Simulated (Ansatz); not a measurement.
# BAsH (quartet): B2PLYP, RPA-PBE over vertical spin and charge gaps, cc-pVDZ

How well do these functionals follow the top wave-function level for BAsH (quartet) over vertical spin and charge gaps?

Computed with Ansatz 0.2.0, Gaussian basis. Level: cc-pVDZ, all electrons in the functionals, frozen cores in the correlation of double hybrids and RPA.

The runs, in order: B2PLYP, RPA-PBE, at charge 0, quartet; charge 0, doublet; charge 0, sextet; charge 1, triplet; charge 1, quintet.

## 1. The geometry

The geometry is a PBE0/def2-TZVP stationary point (not a proven minimum). No spin-orbit coupling is included. The filled d shell of As counts as core when cores are frozen.

3 atoms, charge 0, spin multiplicity 4.

Atoms are counted from 1 here; the program's logs count them from 0.

Bond lengths: B1–As2 1.980 Å, As2–H3 1.547 Å. Angles: B1–As2–H3 99.4°.

No dispersion term is added.

The geometry shown and the zero of energy belong to the point charge 0, quartet. The yardstick, UCCSDTQ, and other wave-function levels (R restricted, U unrestricted, valence and pair active spaces) come from earlier runs.

## 2. B2PLYP, charge 0, quartet

File in.yaml:

```yaml
crystal:
  periodic: [false, false, false]
  atoms:
    - {symbol: B, position_ang: [0.000000, 0.070014, 1.734991]}
    - {symbol: As, position_ang: [0.000000, -0.030035, -0.242675]}
    - {symbol: H, position_ang: [0.000000, 1.481599, -0.570889]}
basis:
  gaussian: {orbitals: cc-pVDZ}
magnetization: {spin_polarized: true, initial_magnetization: 3}
hamiltonian: {xc: {name: B2PLYP}}
correlation: {electrons: outside_noble_gas}
```

Launch:

```bash
ansatz run in.yaml --threads 1 --pin off --events-out ev --progress --plain --max-ram 2816MiB --backend cpu
```

After this run come: B2PLYP, charge 0, doublet; B2PLYP, charge 0, sextet; B2PLYP, charge 1, triplet; B2PLYP, charge 1, quintet; RPA-PBE, charge 0, quartet; RPA-PBE, charge 0, doublet; RPA-PBE, charge 0, sextet; RPA-PBE, charge 1, triplet; RPA-PBE, charge 1, quintet.

**Question.** What will the summary of the whole plan be? Wanted: quartet to doublet, UCCSDTQ; quartet to sextet, UCCSDTQ; ionisation to the triplet cation, UCCSDTQ; ionisation to the quintet cation, UCCSDTQ; largest miss, B2PLYP; largest miss, RPA-PBE.

**Answer**, as computed:

```
                                 quantity                                            value
              quartet to doublet, UCCSDTQ                                    -141.7 kJ/mol
               quartet to sextet, UCCSDTQ                                     404.7 kJ/mol
ionisation to the triplet cation, UCCSDTQ                                     691.5 kJ/mol
ionisation to the quintet cation, UCCSDTQ                                    1009.1 kJ/mol
                     largest miss, B2PLYP                 +33.2 kJ/mol (quartet to sextet)
                    largest miss, RPA-PBE  +22.2 kJ/mol (ionisation to the quintet cation)
```

Of the functionals, RPA-PBE stays nearest (at most 22.2 kJ/mol) and B2PLYP strays most (33.2 kJ/mol, at quartet to sextet). Functionals and the yardstick converge differently with the basis, so part of each miss in cc-pVDZ is the basis.
